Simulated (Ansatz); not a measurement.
**SnPb3S4: a trial structure relaxed**

Where does this trial cell of SnPb3S4 go when cell and atoms are let free, and does the end survive a random kick?

Method: DFT PBE, scalar-relativistic, plane waves, PAW, in Ansatz 0.2.0.

**1. The system as given**

The structure is tetragonal, space group I4/mmm (No. 139). The conventional cell has a = 5.973 Å, b = 5.973 Å, c = 11.944 Å, α = 90.00°, β = 90.00°, γ = 90.00°. Sn (site symmetry 4/mmm) is surrounded by 6 S at 2.94 to 2.99 Å. Around Pb (site symmetry -4m2) lie 6 S at 2.99 Å. Pb (site symmetry 4/mmm) has 6 S at 2.99 to 3.04 Å as nearest neighbours. S (site symmetry mmm) is surrounded by 4 Pb at 2.99 Å and 2 Sn at 2.99 Å. Around S (site symmetry 4mm) lie 1 Sn at 2.94 Å and 5 Pb at 2.99 to 3.04 Å.

Structure file:

```
Sn Pb S
1.0
    -2.98644    2.98644    5.97206
     2.98644   -2.98644    5.97206
     2.98644    2.98644   -5.97206
Sn Pb S
1 3 4
Cartesian
  0.0000 0.0000 5.9721
  0.0000 2.9864 2.9860
  2.9864 0.0000 2.9860
  0.0000 0.0000 0.0000
  2.9864 0.0000 0.0000
  0.0000 0.0000 8.9090
  0.0000 2.9864 0.0000
  0.0000 0.0000 3.0351
```

The start is the relaxed end of an invented cell (made as: elements ordered on the sites of the PbS type, Pb/Sn on Pb (I4/mmm, No. 139)), taken up again for a closer look.

**2. A first look at the guess**

input.yaml

```yaml
crystal:
  lattice:
    - [-2.9864408, 2.9864408, 5.9720615]
    - [2.9864408, -2.9864408, 5.9720615]
    - [2.9864408, 2.9864408, -5.9720615]
  atoms:
    - { symbol: Sn, position: [0.5, 0.5, 0.0] }
    - { symbol: Pb, position: [0.75, 0.25, 0.5] }
    - { symbol: Pb, position: [0.25, 0.75, 0.5] }
    - { symbol: Pb, position: [0.0, 0.0, 0.0] }
    - { symbol: S, position: [0.0, 0.5, 0.5] }
    - { symbol: S, position: [0.745894, 0.745894, 0.0] }
    - { symbol: S, position: [0.5, 0.0, 0.5] }
    - { symbol: S, position: [0.254106, 0.254106, 0.0] }
basis:
  ecutwfc: 420
kpoints:
  mp_grid: { grid: [4, 4, 4] }
hamiltonian:
  xc: pbe
scf:
  occupations: { method: gaussian, width: 0.1 }
  lower_state_search: "off"
output:
  forces: true
  stress: true
  eigenvalues: true
```

Command:

```
> ansatz run input.yaml --threads 4 --pin off --max-ram 8192MiB --backend cpu --events-out ev --progress --plain --runs-dir out
```

Further runs follow: final relaxation; reference for the kick test; random kick, then relaxation; the kicked end on a coarse mesh; relaxation on the finer mesh (after the kick).

Before running it: what results should come out? Wanted: conventional cell; volume; energy over the elements, grey Sn; gap on the mesh.

The runs gave:

```
                                    quantity                                                                       value
symmetry at the first end (tolerance 0.05 Å)                                                space group I4/mmm (No. 139)
                           conventional cell  a = 5.973 Å, b = 5.973 Å, c = 11.944 Å, α = 90.00°, β = 90.00°, γ = 90.00°
                                      volume                                                               26.63 Å³/atom
           energy over the elements, grey Sn                                                               -0.51 eV/atom
                             gap on the mesh                                                                none (metal)
```

What this shows: The space group I4/mmm (No. 139) is kept, at nearly the size of the first guess. It lies below the elements, which doesn't yet make it stable: competing phases were not computed in this session. The kick test gives no clear verdict at this accuracy. These runs have no spin-orbit coupling; with Pb it would split and shift bands.

Counted by bands, a gap of 0.02 eV stays open on the mesh in one run that reads as metallic: the smearing reaches across it.
